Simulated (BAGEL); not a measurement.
# SiH3O3 (SMILES [O][SiH](O)O): UHF/3-21G (density fitting with qzvpp-jkfit)

Aim: the energy change on altering one bond length of SiH3O3 at UHF/3-21G (density fitting with qzvpp-jkfit), from 2 runs. 

The results are computed with BAGEL 1.2.2.

6 further runs of the same task are left out: 5 that didn't finish, 1 set aside as unsound or not needed.

## 1. Starting point

The species is SiH3O3 (7 atoms), meant as a doublet with charge 0. SMILES: `[O][SiH](O)O`. The shape is that of a PBE0-D4/def2-TZVP optimisation. This is one conformer, not always the lowest.

Bond lengths: O1–Si2 1.657 Å, Si2–O3 1.623 Å, Si2–O4 1.635 Å, Si2–H5 1.483 Å, O3–H6 0.959 Å, O4–H7 0.959 Å. Angles: O1–Si2–O3 116.5°, O1–Si2–O4 110.6°, O3–Si2–O4 106.2°, O1–Si2–H5 98.3°, O3–Si2–H5 108.9°, O4–Si2–H5 116.6°, Si2–O3–H6 117.7°, Si2–O4–H7 117.3°.

## 2. The energy at UHF/3-21G (density fitting with qzvpp-jkfit)

Input file calc.json:

```json
{ "bagel" : [

{
  "title" : "molecule",
  "basis" : "3-21g",
  "df_basis" : "qzvpp-jkfit",
  "angstrom" : true,
  "geometry" : [
    { "atom" : "O", "xyz" : [      -1.574100,      -0.944300,       0.000300 ] },
    { "atom" : "Si", "xyz" : [      -0.294400,       0.091400,       0.191600 ] },
    { "atom" : "O", "xyz" : [       0.802600,      -0.313200,       1.317400 ] },
    { "atom" : "O", "xyz" : [       0.528900,       0.254900,      -1.211400 ] },
    { "atom" : "H", "xyz" : [      -1.048200,       1.278500,       0.661900 ] },
    { "atom" : "H", "xyz" : [       1.628500,      -0.696500,       1.017400 ] },
    { "atom" : "H", "xyz" : [       0.018000,       0.261100,      -2.022700 ] }
  ]
},

{ "title" : "uhf", "nopen" : 1 },

{ "title" : "print", "file" : "orbitals.molden", "orbitals" : true }

]}
```

Started as:

```bash
BAGEL_NUM_THREADS=1 BAGEL calc.json > calc.out
```

Log:

```text
* using 1 threads per process

  ===============================================================
  ===============================================================

  *** Geometry ***

  { "atom" : "O", "xyz" : [     -2.974618,     -1.784468,      0.000567 ] },
  { "atom" : "Si", "xyz" : [     -0.556335,      0.172721,      0.362072 ] },
  { "atom" : "O", "xyz" : [      1.516694,     -0.591862,      2.489525 ] },
  { "atom" : "O", "xyz" : [      0.999476,      0.481691,     -2.289214 ] },
  { "atom" : "H", "xyz" : [     -1.980811,      2.416015,      1.250810 ] },
  { "atom" : "H", "xyz" : [      3.077419,     -1.316194,      1.922607 ] },
  { "atom" : "H", "xyz" : [      0.034015,      0.493407,     -3.822349 ] },

  Number of auxiliary basis functions:      413

  Since a DF basis is specified, we compute 2- and 3-index integrals:
    o Being stored without compression. Storage requirement is 0.007 GB

  Number of basis functions:       46
  Number of electrons      :       41

    * METHOD: MOLECULE                             0.10

  *** Open-shell HF ***

  === Nuclear Repulsion ===
   177.6984390754

      * DIIS with orbital gradients will be used.

  === UHF iteration (3-21g) ===
      0       -512.14142363          0.08053242           0.04
      1       -512.37411729          0.05672053           0.04
      2       -512.49794819          0.03305362           0.04
      3       -512.55330459          0.00536346           0.04
      4       -512.56152663          0.00264248           0.04
      5       -512.56338427          0.00186674           0.04
      6       -512.56497603          0.00150897           0.04
      7       -512.56725975          0.00091116           0.04
      8       -512.56813719          0.00038675           0.04
      9       -512.56828525          0.00011103           0.04
[... 24 lines of this table left out ...]
     34       -512.56831554          0.00000004           0.04
     35       -512.56831554          0.00000002           0.04
     36       -512.56831554          0.00000001           0.04
     37       -512.56831554          0.00000001           0.04
    * SCF iteration converged.

    * S^2 (UHF) is 0.7534

    * Permanent dipole moment:
           (   -0.330638,    -0.098362,     0.844507) a.u.

    * METHOD: UHF                                  1.46

    * METHOD: PRINT                                0.00

  ===============================================================
```

Wall time 1.7 s (1 thread of Arm Neoverse V2, shared host).

## 3. The distorted shape at the same level

Input file job.json:

```json
{ "bagel": [

{
  "title": "molecule",
  "basis": "3-21g",
  "df_basis": "qzvpp-jkfit",
  "angstrom": true,
  "geometry": [
    { "atom": "O", "xyz": [   -0.669535,   -2.368827,   -0.564063 ] },
    { "atom": "Si", "xyz": [    0.610165,   -1.333127,   -0.372763 ] },
    { "atom": "O", "xyz": [    1.707165,   -1.737727,    0.753037 ] },
    { "atom": "O", "xyz": [    1.433465,   -1.169627,   -1.775763 ] },
    { "atom": "H", "xyz": [   -1.048200,    1.278500,    0.661900 ] },
    { "atom": "H", "xyz": [    2.533065,   -2.121027,    0.453037 ] },
    { "atom": "H", "xyz": [    0.922565,   -1.163427,   -2.587063 ] }
  ]
},
{ "title": "uhf", "nopen": 1 },
{ "title": "print", "file": "orbitals.molden", "orbitals": true }

]}
```

Started as:

```bash
BAGEL_NUM_THREADS=1 BAGEL job.json > job.out
```

Log:

```text
* using 1 threads per process

  ===============================================================
  ===============================================================

  *** Geometry ***

  { "atom" : "O", "xyz" : [     -1.265238,     -4.476434,     -1.065925 ] },
  { "atom" : "Si", "xyz" : [      1.153045,     -2.519245,     -0.704420 ] },
  { "atom" : "O", "xyz" : [      3.226074,     -3.283828,      1.423034 ] },
  { "atom" : "O", "xyz" : [      2.708856,     -2.210275,     -3.355706 ] },
  { "atom" : "H", "xyz" : [     -1.980811,      2.416015,      1.250810 ] },
  { "atom" : "H", "xyz" : [      4.786799,     -4.008160,      0.856116 ] },
  { "atom" : "H", "xyz" : [      1.743395,     -2.198558,     -4.888841 ] },

  Number of auxiliary basis functions:      413

  Since a DF basis is specified, we compute 2- and 3-index integrals:
    o Being stored without compression. Storage requirement is 0.007 GB

  Number of basis functions:       46
  Number of electrons      :       41

    * METHOD: MOLECULE                             0.10

  *** Open-shell HF ***

  === Nuclear Repulsion ===
   172.9423807684

      * DIIS with orbital gradients will be used.

  === UHF iteration (3-21g) ===
      0       -512.02487118          0.08689911           0.04
      1       -512.08865370          0.08748523           0.04
      2       -512.15759181          0.07894163           0.04
      3       -512.41935064          0.00513320           0.04
      4       -512.42129208          0.00250268           0.04
      5       -512.42188905          0.00109683           0.04
      6       -512.42211859          0.00036273           0.04
      7       -512.42215610          0.00014613           0.04
      8       -512.42216788          0.00003802           0.04
      9       -512.42217640          0.00002311           0.04
[... 34 lines of this table left out ...]
     44       -512.42215211          0.00000002           0.04
     45       -512.42215211          0.00000002           0.04
     46       -512.42215211          0.00000001           0.04
     47       -512.42215211          0.00000001           0.04
    * SCF iteration converged.

    * S^2 (UHF) is 0.7509

    * Permanent dipole moment:
           (   -0.860879,    -1.119574,     0.565553) a.u.

    * METHOD: UHF                                  1.83

    * METHOD: PRINT                                0.00

  ===============================================================
```

It took 2.1 s on 1 thread of Arm Neoverse V2, shared host.

## 4. What came out

At UHF/3-21G (density fitting with qzvpp-jkfit):

| quantity | value |
| --- | --- |
| first shape: total energy | -512.56832 Eh |
| first shape: dipole moment | 2.32 D |
| first shape: ⟨S²⟩ | 0.753 |
| distorted shape: total energy | -512.42215 Eh |
| distorted shape: dipole moment | 3.87 D |
| distorted shape: ⟨S²⟩ | 0.751 |
| energy change with the Si2–H5 bond stretched from 1.483 to 3.262 Å | 3.977 eV |

**Reading.** With the Si2–H5 bond stretched from 1.483 to 3.262 Å the energy rises by 3.98 eV (384 kJ/mol). The first shape isn't relaxed at this level, so the change isn't measured from a minimum.
